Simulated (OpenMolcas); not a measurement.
# Pd²⁺ among point charges: CASSCF levels and susceptibility

How does a field of 6 point charges split the states of Pd²⁺, and what χT follows?

Method: state-averaged CASSCF, spin-orbit coupling by RASSI with atomic mean-field integrals. Code: OpenMolcas 26.06.

1 further run of the same task is left out (it didn't finish).

## 1. What is computed

```
Species                           : Pd²⁺ (palladium, Z = 46, 44 electrons)
Basis                             : ANO-RCC-VTZP [7s6p4d2f1g], 68 functions
Scalar Hamiltonian                : DKH2, point nucleus
Inactive shells                   : 1s 2s 2p 3s 3p 3d 4s 4p
Active space                      : 8 electrons in 5 orbitals (4d)
Some configurations of this space : 4d8
Orbitals                          : optimised for each spin and parity, averaged over all roots
```

The outer shells:

4d8
```
4d [↑↓][↑↓][↑↓][↑ ][↑ ]
```

The ion sits among 6 point charges of -1.5 e arranged as a trigonal prism (D3h), 2.1 Å from the ion, with a polar angle of 46.2° against the regular 49.1°. The active orbitals were held to one l.

The work runs as a chain of OpenMolcas steps in one folder; each step below is one input file. Labels, J, g values, rates, χT and fits are worked out afterwards by a script from the matrices that RASSI stores.

## 2. One- and two-electron integrals

Contents of a.inp:

```
&GATEWAY
Coord
1

Pd 0.0 0.0 0.0
Basis=ANO-RCC-VTZP
Group=NoSym
NoMove
AngMom=0.0 0.0 0.0
AMFI
XField
6 Angstrom 0
1.514529 0.000000 1.454717 -1.500000
-0.757265 1.311621 1.454717 -1.500000
-0.757265 -1.311621 1.454717 -1.500000
1.514529 0.000000 -1.454717 -1.500000
-0.757265 1.311621 -1.454717 -1.500000
-0.757265 -1.311621 -1.454717 -1.500000
&SEWARD
```

Started as:

```
$ OMP_NUM_THREADS=1 MOLCAS_MEM=1689 MOLCAS_PROJECT=a pymolcas a.inp > a.log
```

## 3. Reference wave functions, triplets, 10 roots

Contents of a.inp:

```
&RASSCF
FileOrb=start.orb
Symmetry=1
Spin=3
nActEl=8 0 0
Inactive=18
Ras2=5
CIRoot=10 10 1
SDav=10
CIMx=300
Iter=120 100
PrWF=0.3
OrbListing=Nothing
MaxOrb=0
SupSym
1
20 10 11 12 13 14 19 20 21 22 23 36 37 38 39 40 41 42 43 44 45
>>> COPY $Project.JobIph JOB001
```

start.orb holds the contracted functions of the basis, ordered by shell, or the orbitals of the step before.

## 4. CASSCF: singlets, 15 roots

Contents of a.inp:

```
&RASSCF
FileOrb=start.orb
Symmetry=1
Spin=1
nActEl=8 0 0
Inactive=18
Ras2=5
CIRoot=15 15 1
SDav=15
CIMx=300
Iter=120 100
PrWF=0.3
OrbListing=Nothing
MaxOrb=0
SupSym
1
20 10 11 12 13 14 19 20 21 22 23 36 37 38 39 40 41 42 43 44 45
>>> COPY $Project.JobIph JOB002
```

## 5. RASSI: spin-orbit coupling between the states

Contents of a.inp:

```
&RASSI
NrOfJobIphs=2 10 15
1 2 3 4 5 6 7 8 9 10
1 2 3 4 5 6 7 8 9 10 11 12 13 14 15
IphNames
JOB001
JOB002
EJob
SpinOrbit
DIPRint=1.0
SOCoupling=1000.0
Subsets=2
Property=9
'ANGMOM' 1 'ANGMOM' 2 'ANGMOM' 3 'MLTPL  1' 1 'MLTPL  1' 2 'MLTPL  1' 3
'AMFI' 1 'AMFI' 2 'AMFI' 3
SOProperty=3
'ANGMOM' 1 'ANGMOM' 2 'ANGMOM' 3
```

Q: Predict the outcome of this session. Wanted: spin-free ground state; first state of the same spin within the active space; lowest level; next level.

**Answer**, as computed:

```
                                            quantity                            value
                                              method                           CASSCF
                              spin-free ground state  3A2, 1-fold in its orbital part
first state of the same spin within the active space                  3E at 3270 cm⁻¹
                                        lowest level                        1-fold A1
                                          next level                       367.7 cm⁻¹
                                         χT at 300 K                   2.31 cm³ K/mol
                           effective moment at 300 K                          4.30 μB
```

The spin-free ground state (3A2) comes to 93 % from free-ion F terms and keeps the highest spin of the shell. χT at 300 K is 2.31, against 1.00 cm³ K/mol for the spin alone, so orbital moment adds to it. The field of point charges can differ much from that of real complexes. This is an electrostatic model: the charges have no orbitals.
